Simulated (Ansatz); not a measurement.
**CH₅BClNO: up Jacob's ladder to CCSD(T)**

How much do the methods differ for CH₅BClNO? The plan is to run it at one geometry with functionals of several rungs and with coupled cluster. The yardstick is the atomisation energy at the CCSD(T) limit.

Method: functionals in def2-TZVPP, the program's frozen cores in correlated methods; program: Ansatz 0.2.0, Gaussian basis.

The runs, in order: PBE-D4, r2SCAN-D4, PBE0-D4, B3LYP-D4, ωB97X-V, ωB97M-V, B2PLYP; CCSD(T)/def2-TZVPP; MP2/def2-QZVPP; extrapolation to the limit.

### Step 1. Structure used throughout

All runs share one geometry, relaxed beforehand with PBE0-D4 in a triple-zeta def2 set.

SMILES `NCB(O)Cl`, 10 atoms, charge 0, spin multiplicity 1.

Atoms are counted from 1 here; the program's logs count them from 0.

Bond lengths: N1–C2 1.451 Å, N1–H6 1.012 Å, N1–H7 1.011 Å, C2–B3 1.572 Å, C2–H8 1.108 Å, C2–H9 1.099 Å, B3–O4 1.348 Å, B3–Cl5 1.767 Å, O4–H10 0.961 Å. Angles: C2–N1–H6 110.7°, C2–N1–H7 111.6°, H6–N1–H7 107.9°, N1–C2–B3 114.9°, N1–C2–H8 114.1°, N1–C2–H9 109.3°, B3–C2–H8 104.6°, B3–C2–H9 108.4°, H8–C2–H9 105.1°, C2–B3–O4 123.7°, C2–B3–Cl5 120.4°, O4–B3–Cl5 115.8°, B3–O4–H10 113.2°.

Geometry (Å):

```xyz
10
charge 0, multiplicity 1
N    -0.26427    1.36205    0.77394
C    -0.41523   -0.02124    0.36338
B     0.56130   -0.48153   -0.77928
O     0.30708   -1.51286   -1.60989
Cl    2.13339    0.29997   -0.98030
H     0.71437    1.61152    0.83565
H    -0.68473    1.52937    1.67769
H    -0.25580   -0.75491    1.17888
H    -1.44726   -0.18847    0.02610
H    -0.56565   -1.89511   -1.48328
```

### Step 2. PBE-D4 (GGA)

File in.yaml:

```yaml
crystal:
  periodic: [false, false, false]
  atoms:
    - {symbol: N, position_ang: [-0.264271, 1.362046, 0.773945]}
    - {symbol: C, position_ang: [-0.415229, -0.021238, 0.363384]}
    - {symbol: B, position_ang: [0.561300, -0.481528, -0.779275]}
    - {symbol: O, position_ang: [0.307078, -1.512864, -1.609891]}
    - {symbol: Cl, position_ang: [2.133390, 0.299975, -0.980297]}
    - {symbol: H, position_ang: [0.714368, 1.611521, 0.835646]}
    - {symbol: H, position_ang: [-0.684730, 1.529372, 1.677691]}
    - {symbol: H, position_ang: [-0.255797, -0.754908, 1.178880]}
    - {symbol: H, position_ang: [-1.447262, -0.188468, 0.026095]}
    - {symbol: H, position_ang: [-0.565648, -1.895109, -1.483277]}
basis:
  gaussian: {orbitals: def2-TZVPP}
hamiltonian: {xc: pbe, dispersion: d4}
output: {forces: true, orbitals: {seedname: orbitals}}
```

Launch:

```sh
ansatz run in.yaml --threads 4 --pin off --events-out ev --progress --plain --max-ram 10444MiB
```

Further steps of the session: r2SCAN-D4 (meta-GGA); PBE0-D4 (hybrid); B3LYP-D4 (hybrid); ωB97X-V (range-separated); ωB97M-V (range-separated); B2PLYP (double hybrid); CCSD(T) in def2-TZVPP; MP2 in def2-QZVPP.

**Question.** What will the summary of the whole plan be? Wanted: atomisation energy, CCSD(T)/CBS; farthest; mean size of error, hybrid; mean size of error, range-separated; gap, smallest and largest; T1 diagnostic; triples share of the correlation energy.

**Answer**, as computed:

```
                               quantity                                 value
        atomisation energy, CCSD(T)/CBS                        917.9 kcal/mol
functionals within 4.6 kcal/mol (0.5 %)          r2SCAN-D4, B3LYP-D4, ωB97X-V
                               farthest               PBE-D4 (+26.3 kcal/mol)
             mean size of error, hybrid                          4.0 kcal/mol
    mean size of error, range-separated                          5.5 kcal/mol
              gap, smallest and largest  4.45 eV (PBE-D4), 11.74 eV (ωB97X-V)
                          T1 diagnostic                                0.0110
triples share of the correlation energy                                 3.8 %
```

What this shows: PBE-D4 misses by +26.3 kcal/mol. Double hybrids carry the basis error of their MP2 part in triple zeta, and no dispersion term here, so their miss is partly the set-up's. The reference freezes the cores and leaves out relativity and excitations past (T), so misses under about 4.6 kcal/mol can't be ranked. Hartree-Fock recovers 72 % of the binding; the rest is correlation. The gap grows from 4.4 to 11.7 eV across the functionals, mostly with the share of exact exchange.
